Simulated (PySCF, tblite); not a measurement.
# C₆H₁₂BFO: geometry, infrared bands and NMR shifts

Wanted: the infrared bands and NMR shifts of C₆H₁₂BFO (`C=C(F)BCOC(C)C`), by calculation.

The runs use tblite 0.8.0 and PySCF 2.14.0, with density-fitted response routines of our own; the level of theory stands in each step. All values are computed, except where a source is named. Atoms are numbered from 0 throughout.

### 1 Starting geometry

21 atoms, charge 0, multiplicity 1; geometry from: force field or distance geometry start.

Bonds of the start (Å): C0–C1 1.35, C1–F2 1.36, C1–B3 1.58, B3–C4 1.56, C4–O5 1.35, O5–C6 1.36, C6–C7 1.51, C6–C8 1.53, C0–H9 1.08, C0–H10 1.08, B3–H11 1.22, C4–H12 1.11, C4–H13 1.13, C6–H14 1.11, C7–H15 1.13, C7–H16 1.10, C7–H17 1.12, C8–H18 1.09, C8–H19 1.12, C8–H20 1.11.

### 2 Optimising the geometry with GFN2-xTB

What the job is given:

```
{"job": {"kind": "relax", "xc": "GFN2-xTB", "basis": "xTB"}, "charge": 0, "multiplicity": 1}
C      4.081300    -0.250600     0.015100
C      2.897300     0.383000     0.093700
F      2.895400     1.725000     0.323900
B      1.538700    -0.412900    -0.049100
C      0.505200     0.294900    -0.977300
O     -0.782000    -0.112200    -0.948200
C     -1.456800    -0.020100     0.224000
C     -2.117300    -1.348600     0.489800
C     -2.581800     0.989800    -0.000600
H      4.988200     0.333100     0.124500
H      4.064000    -1.320300    -0.158100
H      1.204800    -0.903000     1.013500
H      0.885700     0.241500    -2.018000
H      0.533700     1.390900    -0.717000
H     -0.904900     0.394400     1.090800
H     -3.195100    -1.128100     0.765800
H     -1.694800    -1.923700     1.321400
H     -2.195400    -1.936300    -0.465300
H     -2.361400     1.657500    -0.837300
H     -2.812200     1.544600     0.949800
H     -3.501400     0.418000    -0.241700
```

On the command line:

```sh
$ OMP_NUM_THREADS=1 python probes_run.py task.json out
```

One launch serves the whole session: the jobs run in the order shown.

**Question.** This job is followed by: GFN2-xTB harmonic vibrations, gas phase; GIAO PBE0/pcSseg-1 NMR shielding, non-relativistic, gas phase. Predict these results of the whole session: strongest single infrared mode (GFN2-xTB); zero-point energy (GFN2-xTB); ¹³C shifts against TMS (PBE0/pcSseg-1, means over atoms taken as alike); ¹H shifts against TMS (PBE0/pcSseg-1, means over atoms taken as alike); ¹⁹F shifts against CFCl3 (PBE0/pcSseg-1); ¹¹B shifts against BF3·OEt2 (PBE0/pcSseg-1); ¹⁷O shifts against H2O (PBE0/pcSseg-1).

The runs gave:

| quantity | value |
| --- | --- |
| strongest single infrared mode (GFN2-xTB) | 1050 cm⁻¹, 160 km/mol |
| zero-point energy (GFN2-xTB) | 105.9 kcal/mol |
| ¹³C shifts against TMS (PBE0/pcSseg-1, means over atoms taken as alike) | 188.0, 132.4, 77.4, 75.2, 23.4 ppm |
| ¹H shifts against TMS (PBE0/pcSseg-1, means over atoms taken as alike) | 7.39, 6.23, 5.79, 4.51, 3.50, 1.18 ppm |
| ¹⁹F shifts against CFCl3 (PBE0/pcSseg-1) | -105.4 ppm |
| ¹¹B shifts against BF3·OEt2 (PBE0/pcSseg-1) | 77.1 ppm |
| ¹⁷O shifts against H2O (PBE0/pcSseg-1) | 56.6 ppm |

**Reading.** The optimisation took 168 steps and gained 1.291 eV; among the close pairs (by a distance rule), C4–O5 changed most, from 1.350 to 1.422 Å. No mode is imaginary among the 57: a minimum at this level. The strongest single mode, at 1050 cm⁻¹, is spread over several atoms, O5, B3, H11, C4 among them. GFN2-xTB is a fitted tight-binding method: band positions and strengths are rough. Its intensities can rank the bands wrongly. At PBE0/pcSseg-1: Shielding is most anisotropic at F2 (span 250 ppm, paramagnetic term -200 ppm).
